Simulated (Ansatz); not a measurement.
**Silver, simple cubic under LDA: structure, energy and stiffness**

The plan for silver in the simple cubic structure: relax it, solve it on a dense k-mesh, switch on spin-orbit coupling, then scale the cell to 7 volumes from 88 to 112 % of the relaxed one and try a fit of the equation of state. The k-meshes are 12×12×12 for the relaxation; 19×19×19 for the dense run; 12×12×12 for spin-orbit coupling; 13×13×13 for the volumes.

This is Ag in the simple cubic structure; at room conditions it is fcc.

Computed with Ansatz 0.2.0 (DFT LDA (PW92), plane waves (420 eV) with PAW, scalar-relativistic; PBE-made PAW files, unless a step says otherwise).

### 1 The starting structure

Symmetry: Pm-3m, No. 221, cubic system. The conventional cell has a = 2.641 Å, b = 2.641 Å, c = 2.641 Å, α = 90.00°, β = 90.00°, γ = 90.00°. Around Ag (site symmetry m-3m) lie 6 Ag at 2.64 Å.

Structure file:

```
CELL_PARAMETERS angstrom
2.64104 0.00000 0.00000
0.00000 2.64104 0.00000
0.00000 0.00000 2.64104
ATOMIC_POSITIONS crystal
Ag 0.00000 0.00000 0.00000
```

### 2 Relaxing cell and atoms

The input, input.yaml:

```yaml
crystal:
  lattice:
    - [2.6410353091, 0.0, 0.0]
    - [0.0, 2.6410353091, 0.0]
    - [0.0, 0.0, 2.6410353091]
  atoms:
    - { symbol: Ag, position: [0.0, 0.0, 0.0] }
hamiltonian:
  xc: lda
  pseudopotentials:
    kind: paw
    azcp:
      Ag: "pseudopotentials/Ag.paw.azcp"
basis:
  ecutwfc: 420
  fft_grid_basis: typed
kpoints:
  mp_grid: { grid: [12, 12, 12], shift: [0, 0, 0] }
magnetization:
  spin_polarized: false
scf:
  occupations: { method: fermi_dirac, width: 0.1 }
relax:
  max_steps: 60
  f_tol: 0.01
  cell: {}
output:
  write_density: true
  write_potential: true
  elf: true
  volumetric_format: npy
```

After this run come: Dense single point; A two-component run at the same geometry; At 88 % of the relaxed volume; At 92 % of the relaxed volume; At 96 % of the relaxed volume; At 100 % of the relaxed volume; At 104 % of the relaxed volume; At 108 % of the relaxed volume; At 112 % of the relaxed volume.

What does the calculation give? Wanted: space group; conventional cell; volume; shortest distance; gap on the mesh; relative to fcc; V₀, B₀, B₀′.

The runs gave:

```
                      quantity                         value
space group (spins left aside)               Pm-3m (No. 221)
             conventional cell                   a = 2.647 Å
                        volume                18.548 Å³/atom
             shortest distance                       2.647 Å
               gap on the mesh  none (levels filled in part)
               relative to fcc                 +415 meV/atom
                   V₀, B₀, B₀′  18.551 Å³/atom, 104 GPa, 5.6
```

From the guessed start the volume grew by 0.7 % in 4 steps. It lies 415 meV/atom above the element's reference form at the same level (fcc, from a run of its own), so it is far from stable. No gap shows: it is a metal or semimetal at this level. The total energy of the spin-orbit run lies -2.3 eV/atom from the scalar one, but the two kinds of run don't share a zero of energy: only differences within one kind count. The fitted modulus is 104 GPa. The symmetry was held, so the structure may be unstable against distortions that break it.
